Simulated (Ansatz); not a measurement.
# CrGe4Mo: the cost of one run

Program: Ansatz 0.2.0. Level of theory: DFT PBE, scalar-relativistic, plane waves, PAW. These are calculated values, not measurements.

3 further runs of the same task are left out: 2 that didn't finish, 1 set aside as unsound or not needed.

**1. The starting structure**

Symmetry: P4/mmm, No. 123, tetragonal system. Conventional cell: a = 3.290 Å, b = 3.290 Å, c = 8.170 Å, α = 90.00°, β = 90.00°, γ = 90.00°. Around Cr (site symmetry 4/mmm) lie 10 Ge at 2.65 to 2.73 Å. Ge (site symmetry 4mm) is surrounded by 4 Mo at 2.69 Å and 5 Ge at 2.71 to 2.74 Å and 1 Cr at 2.73 Å. Around Ge (site symmetry 4mm) lie 5 Ge at 2.55 to 2.74 Å and 4 Cr at 2.65 Å and 1 Mo at 2.81 Å. Around Mo (site symmetry 4/mmm) lie 10 Ge at 2.69 to 2.81 Å.

Structure file:

```
CELL_PARAMETERS angstrom
3.29024 0.00000 0.00000
0.00000 3.29024 0.00000
0.00000 0.00000 8.17006
ATOMIC_POSITIONS crystal
Cr 0.00000 0.00000 0.00000
Ge 0.00000 0.00000 0.66612
Ge 0.50000 0.50000 0.15628
Ge 0.00000 0.00000 0.33388
Ge 0.50000 0.50000 0.84372
Mo 0.50000 0.50000 0.50000
```

It is the end of an earlier relaxation with the same method, from a generated guess; it is a trial structure. At a tolerance of 0.05 Å it has space group P4/mmm (No. 123); it has 14.74 Å³/atom, an uncorrected energy of -0.03 eV/atom over the elements and, on its mesh, gap none (metal).

**2. Volume × 0.97**

The input, input.yaml:

```yaml
crystal:
  lattice:
    - [3.2569981296, 0.0, 0.0]
    - [0.0, 3.2569981296, 0.0]
    - [0.0, 0.0, 8.0875287957]
  atoms:
    - { symbol: Cr, position: [0.0, 0.0, 0.0] }
    - { symbol: Ge, position: [0.0, 0.0, 0.666119] }
    - { symbol: Ge, position: [0.5, 0.5, 0.15628] }
    - { symbol: Ge, position: [0.0, 0.0, 0.333881] }
    - { symbol: Ge, position: [0.5, 0.5, 0.84372] }
    - { symbol: Mo, position: [0.5, 0.5, 0.5] }
basis:
  ecutwfc: 420
kpoints:
  mp_grid: { grid: [12, 12, 6] }
hamiltonian:
  xc: pbe
scf:
  occupations: { method: gaussian, width: 0.1 }
output:
  forces: true
  stress: true
  eigenvalues: true
relax:
  adjacent_minimum: "off"
  f_tol: 0.01
  max_steps: 30
  cell: { stress_tol: 0.1, fix: [volume] }
```

Command:

```sh
$ ansatz run input.yaml --threads 4 --pin off --max-ram 8192MiB --backend cpu --events-out ev --progress --plain --runs-dir out
```

Q: Estimate wall time and peak memory on 4 threads of Arm Neoverse V2, shared host.

About 23 s, with a peak of 0.72 GiB.
